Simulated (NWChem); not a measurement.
# CH5NbO3 (SMILES [CH3][Nb](=[O])([OH])[OH]): levels of theory compared

Wanted: a comparison of 3 runs (HF/STO-3G, HF/3-21G, PBE0/STO-3G) of CH5NbO3. 

The calculation is run with NWChem 7.3.0.

## (1) Starting point

CH5NbO3: 10 atoms, total charge 0, spin state singlet. SMILES: `[CH3][Nb](=[O])([OH])[OH]`. Geometry: relaxed at PBE0-D4/def2-TZVP. This is one conformer, not always the lowest.

Bond lengths: C1–Nb2 2.157 Å, Nb2–O3 1.697 Å, Nb2–O4 1.897 Å, Nb2–O5 1.897 Å, C1–H6 1.094 Å, C1–H7 1.095 Å, C1–H8 1.094 Å, O4–H9 0.958 Å, O5–H10 0.958 Å. Some angles: C1–Nb2–O3 105.0°, C1–Nb2–O4 107.9°, C1–Nb2–O5 107.9°, O3–Nb2–O4 111.0°, O3–Nb2–O5 111.0°, O4–Nb2–O5 113.5°, Nb2–C1–H6 110.4°, Nb2–C1–H7 110.6°, Nb2–C1–H8 110.4°, Nb2–O4–H9 130.8°.

## (2) Energy and gradient at HF/STO-3G (run 1)

run.py reads:

```python
from ase import Atoms
from ase.calculators.nwchem import NWChem

molecule = Atoms(['C', 'Nb', 'O', 'O', 'O', 'H', 'H', 'H', 'H', 'H'], positions=[
    [-0.863600, -0.984500, -0.840400],
    [0.439000, 0.253300, 0.353200],
    [1.675000, -0.785400, 0.874900],
    [-0.565100, 0.909100, 1.822800],
    [1.126700, 1.623400, -0.763800],
    [-1.259600, -1.810100, -0.241400],
    [-1.702000, -0.397700, -1.228900],
    [-0.314500, -1.414500, -1.683500],
    [-0.474300, 0.750600, 2.763200],
    [2.021700, 1.804700, -1.053200],
])

calc = NWChem(
    label='test',
    theory='scf',
    memory='2200 mb',
    basis='STO-3G',
    basispar='spherical bse',
    scf={'nopen': '0', 'rhf': None, 'thresh': '1e-08', 'maxiter': '80'},
)
molecule.calc = calc

forces = molecule.get_forces()
print(f"energy = {molecule.get_potential_energy():.6f} eV")
print("forces (eV/A):")
for s, f in zip(molecule.symbols, forces):
    print(f"{s:2s} {f[0]:10.5f} {f[1]:10.5f} {f[2]:10.5f}")
print("dipole (e A):", molecule.get_dipole_moment().round(4))
```

Run with:

```
$ export ASE_NWCHEM_COMMAND="nwchem PREFIX.nwi > PREFIX.nwo"
$ python run.py
```

Standard output:

```text
energy = -108248.071325 eV
forces (eV/A):
C    -0.13061   -0.25243   -0.15545
Nb    2.29826    0.22960    1.56863
O    -2.46476    2.23331   -0.99605
O     0.97486   -0.23886   -3.32536
O    -2.41622   -1.67039    1.85680
H     0.04880    0.32334   -0.36895
H     0.30025   -0.37579    0.09395
H    -0.37759    0.14496    0.28210
H     0.33939   -0.42655    1.35281
H     1.42763    0.03281   -0.30843
dipole (e A): [0.1385 0.21   0.1484]
```

The calculator wrote test.nwi:

```
title "test"

permanent_dir test

scratch_dir test

start test

geometry units angstrom nocenter noautosym noautoz
  C  -8.6360000000000003e-01 -9.8450000000000004e-01 -8.4040000000000004e-01
  Nb 4.3900000000000000e-01 2.5330000000000003e-01 3.5320000000000001e-01
  O  1.6750000000000000e+00 -7.8539999999999999e-01 8.7490000000000001e-01
  O  -5.6510000000000005e-01 9.0910000000000002e-01 1.8228000000000000e+00
  O  1.1267000000000000e+00 1.6234000000000000e+00 -7.6380000000000003e-01
  H  -1.2596000000000001e+00 -1.8101000000000000e+00 -2.4140000000000000e-01
  H  -1.7020000000000000e+00 -3.9770000000000000e-01 -1.2289000000000001e+00
  H  -3.1450000000000000e-01 -1.4145000000000001e+00 -1.6835000000000000e+00
  H  -4.7430000000000000e-01 7.5060000000000004e-01 2.7631999999999999e+00
  H  2.0217000000000001e+00 1.8047000000000000e+00 -1.0531999999999999e+00
end

memory 2200 mb

basis spherical bse noprint
   * library STO-3G
end

scf
  nopen 0
  rhf
  thresh 1e-08
  maxiter 80
end

task scf gradient
```

test.nwo:

```text
Northwest Computational Chemistry Package (NWChem) 7.3.0
             --------------------------------------------------------

           Job information
           ---------------

    nwchem branch   = 7.3.0
    use scalapack   = T
    input           = test.nwi
    prefix          = test.
    data base       = test/test.db
    status          = startup
    nproc           =        1

           Memory information
           ------------------

[... 5 lines left out ...]
    hardfail = no
[... 137 lines left out ...]
         Quadratically convergent ROHF
[... 16 lines left out ...]
       Final RHF  results
[... 4 lines left out ...]
      Two-electron energy =   2006.233228729056
[... 57 lines left out ...]
                       ROHF Final Molecular Orbital Analysis
[... 262 lines left out ...]
                 ----------------------------------------
                 |  Time  |  1-e(secs)   |  2-e(secs)   |
                 ----------------------------------------
                 |  CPU   |       0.00   |       1.41   |
                 ----------------------------------------
                 |  WALL  |       0.00   |       1.41   |
                 ----------------------------------------

 Task  times  cpu:        9.4s     wall:        9.4s
 Total times  cpu:        9.4s     wall:        9.4s
```

Run time: 10 s. Hardware: 1 thread of AMD EPYC 9R45 (Zen 5), shared host; peak memory 0.1 GiB.

## (3) Energy and forces at HF/3-21G (run 2)

run.py reads:

```python
from ase import Atoms
from ase.calculators.nwchem import NWChem

system = Atoms(['C', 'Nb', 'O', 'O', 'O', 'H', 'H', 'H', 'H', 'H'], positions=[
    [-0.863600, -0.984500, -0.840400],
    [0.439000, 0.253300, 0.353200],
    [1.675000, -0.785400, 0.874900],
    [-0.565100, 0.909100, 1.822800],
    [1.126700, 1.623400, -0.763800],
    [-1.259600, -1.810100, -0.241400],
    [-1.702000, -0.397700, -1.228900],
    [-0.314500, -1.414500, -1.683500],
    [-0.474300, 0.750600, 2.763200],
    [2.021700, 1.804700, -1.053200],
])

calc = NWChem(
    label='ch5nbo3',
    theory='scf',
    memory='2200 mb',
    basis='3-21G',
    basispar='spherical bse',
    scf={'nopen': '0', 'rhf': None, 'thresh': '1e-08', 'maxiter': '80'},
)
system.calc = calc

forces = system.get_forces()
print("Total energy (eV):", round(system.get_potential_energy(), 6))
print("forces (eV/A):")
for s, f in zip(system.symbols, forces):
    print(f"{s:2s} {f[0]:10.5f} {f[1]:10.5f} {f[2]:10.5f}")
print("dipole (e A):", system.get_dipole_moment().round(4))
```

Run with:

```
$ export ASE_NWCHEM_COMMAND="nwchem PREFIX.nwi > PREFIX.nwo"
$ python run.py
```

Standard output:

```text
Total energy (eV): -108837.083047
forces (eV/A):
C    -0.45082   -0.48188   -0.42871
Nb   -0.41102    0.82100   -0.04011
O     0.20918   -0.11447    0.10500
O     0.51653   -0.37698   -0.41261
O    -0.04664   -0.61398    0.44634
H     0.08963    0.18497   -0.08587
H     0.20980   -0.07790    0.11652
H    -0.08053    0.11390    0.17412
H    -0.23649    0.18059    0.39549
H     0.20034    0.36469   -0.27027
dipole (e A): [0.0285 0.164  0.0637]
```

The calculator wrote ch5nbo3.nwi:

```
title "ch5nbo3"

permanent_dir ch5nbo3

scratch_dir ch5nbo3

start ch5nbo3

geometry units angstrom nocenter noautosym noautoz
  C  -8.6360000000000003e-01 -9.8450000000000004e-01 -8.4040000000000004e-01
  Nb 4.3900000000000000e-01 2.5330000000000003e-01 3.5320000000000001e-01
  O  1.6750000000000000e+00 -7.8539999999999999e-01 8.7490000000000001e-01
  O  -5.6510000000000005e-01 9.0910000000000002e-01 1.8228000000000000e+00
  O  1.1267000000000000e+00 1.6234000000000000e+00 -7.6380000000000003e-01
  H  -1.2596000000000001e+00 -1.8101000000000000e+00 -2.4140000000000000e-01
  H  -1.7020000000000000e+00 -3.9770000000000000e-01 -1.2289000000000001e+00
  H  -3.1450000000000000e-01 -1.4145000000000001e+00 -1.6835000000000000e+00
  H  -4.7430000000000000e-01 7.5060000000000004e-01 2.7631999999999999e+00
  H  2.0217000000000001e+00 1.8047000000000000e+00 -1.0531999999999999e+00
end

memory 2200 mb

basis spherical bse noprint
   * library 3-21G
end

scf
  nopen 0
  rhf
  thresh 1e-08
  maxiter 80
end

task scf gradient
```

ch5nbo3.nwo:

```text
Northwest Computational Chemistry Package (NWChem) 7.3.0
             --------------------------------------------------------

           Job information
           ---------------

    nwchem branch   = 7.3.0
    use scalapack   = T
    input           = ch5nbo3.nwi
    prefix          = ch5nbo3.
    data base       = ch5nbo3/ch5nbo3.db
    status          = startup
    nproc           =        1

           Memory information
           ------------------

[... 5 lines left out ...]
    hardfail = no
[... 137 lines left out ...]
         Quadratically convergent ROHF
[... 16 lines left out ...]
       Final RHF  results
[... 4 lines left out ...]
      Two-electron energy =   1997.924663866466
[... 57 lines left out ...]
                       ROHF Final Molecular Orbital Analysis
[... 327 lines left out ...]
                 ----------------------------------------
                 |  Time  |  1-e(secs)   |  2-e(secs)   |
                 ----------------------------------------
                 |  CPU   |       0.00   |       1.59   |
                 ----------------------------------------
                 |  WALL  |       0.00   |       1.59   |
                 ----------------------------------------

 Task  times  cpu:       11.6s     wall:       11.6s
 Total times  cpu:       11.6s     wall:       11.6s
```

It took 13 s on 1 thread of AMD EPYC 9R45 (Zen 5), shared host; peak memory 0.1 GiB.

## (4) Energy and forces at PBE0/STO-3G (run 3)

test.nw reads:

```
start test
memory stack 880 mb heap 220 mb global 1100 mb
charge 0
geometry noautosym nocenter noautoz
 C    -0.863600   -0.984500   -0.840400
 Nb    0.439000    0.253300    0.353200
 O     1.675000   -0.785400    0.874900
 O    -0.565100    0.909100    1.822800
 O     1.126700    1.623400   -0.763800
 H    -1.259600   -1.810100   -0.241400
 H    -1.702000   -0.397700   -1.228900
 H    -0.314500   -1.414500   -1.683500
 H    -0.474300    0.750600    2.763200
 H     2.021700    1.804700   -1.053200
end
basis "ao basis" spherical bse
 * library STO-3G
end
dft
 xc pbe0
 grid xfine
 convergence energy 1e-08
 iterations 100
 mulliken
end
task dft gradient
```

Run with:

```
$ nwchem test.nw > test.out
```

Standard output:

```text
[...]
          Wavefunction type:  closed shell.
          No. of atoms     :    10
          No. of electrons :    76
[...]
          Charge           :     0
          Spin multiplicity:     1
[...]
          AO basis - number of functions:    52
[...]
              XC Information
              --------------
                         PBE0 Method XC Functional
                     Hartree-Fock (Exact) Exchange  0.250
          PerdewBurkeErnzerhof Exchange Functional  0.750
            Perdew 1991 LDA Correlation Functional  1.000 local
           PerdewBurkeErnz. Correlation Functional  1.000 non-local
[...]
 d= 0,ls=0.0,diis     1  -3980.2316056144 -4.46D+03  8.75D-02  2.32D+00     1.5
[...]
 d= 0,ls=0.0,diis    12  -3980.6322072386 -3.40D-09  3.11D-07  4.19D-11    13.0
         Total DFT energy =    -3980.632207238628
      One electron energy =    -6466.089250002326
           Coulomb energy =     2155.960845152610
    Exchange-Corr. energy =     -149.802172407234
 Nuclear repulsion energy =      479.298370018322
[...]
      Total Density - Mulliken Population Analysis
     ---------------------------------------------
    Atom       Charge   Shell Charges
 -----------   ------   -------------------------------------------------------
    1 C    6     6.36   1.99  1.24  3.13
    2 Nb  41    40.39   2.00  2.00  6.00  2.00  5.98  2.02  5.83  0.49  0.99  9.90  3.19
    3 O    8     8.22   2.00  1.90  4.32
    4 O    8     8.33   2.00  1.81  4.52
    5 O    8     8.33   2.00  1.81  4.52
    6 H    1     0.94   0.94
    7 H    1     0.94   0.94
    8 H    1     0.94   0.94
    9 H    1     0.78   0.78
   10 H    1     0.78   0.78
[...]
  wavefunction    = closed shell
[...]
```

It took 17 s on 1 thread of AMD EPYC 9R45 (Zen 5), shared host; peak memory 0.15 GiB.

## (5) Overview of the runs

| run | level | iteration cap | module | energy (Eh) | dipole moment (D) | HOMO energy (eV) | LUMO energy (eV) | wall time |
| --- | --- | --- | --- | --- | --- | --- | --- | --- |
| 1 | HF/STO-3G | 80 | scf | -3978.043280 | 1.40 | -8.79 | 6.45 | 10 s |
| 2 | HF/3-21G | 80 | scf | -3999.689062 | 0.86 | -11.18 | 1.79 | 13 s |
| 3 | PBE0/STO-3G | 100 | dft | -3980.632207 | 1.81 | -4.96 | 2.77 | 17 s |

## (6) What came out

```
                       quantity           value
            run 3: total energy  -3980.63221 Eh
           run 3: dipole moment          1.81 D
             run 3: HOMO energy        -4.96 eV
             run 3: LUMO energy         2.77 eV
           run 3: HOMO–LUMO gap         7.73 eV
run 3: largest force on an atom      4.584 eV/Å
```

What this shows: The dipole moment (its size) runs from 0.86 D (HF/3-21G) to 1.81 D (PBE0/STO-3G). The two ends differ in method and basis. The HOMO–LUMO gap runs from 7.73 eV (PBE0/STO-3G) to 15.24 eV (HF/STO-3G). Exact exchange widens orbital gaps. In runs 1, 3 the basis is minimal, so the values are rough. In runs 1, 2, 3 relativity is left out where basis or elements ask for it. All runs together took 39 s, the longest 17 s.
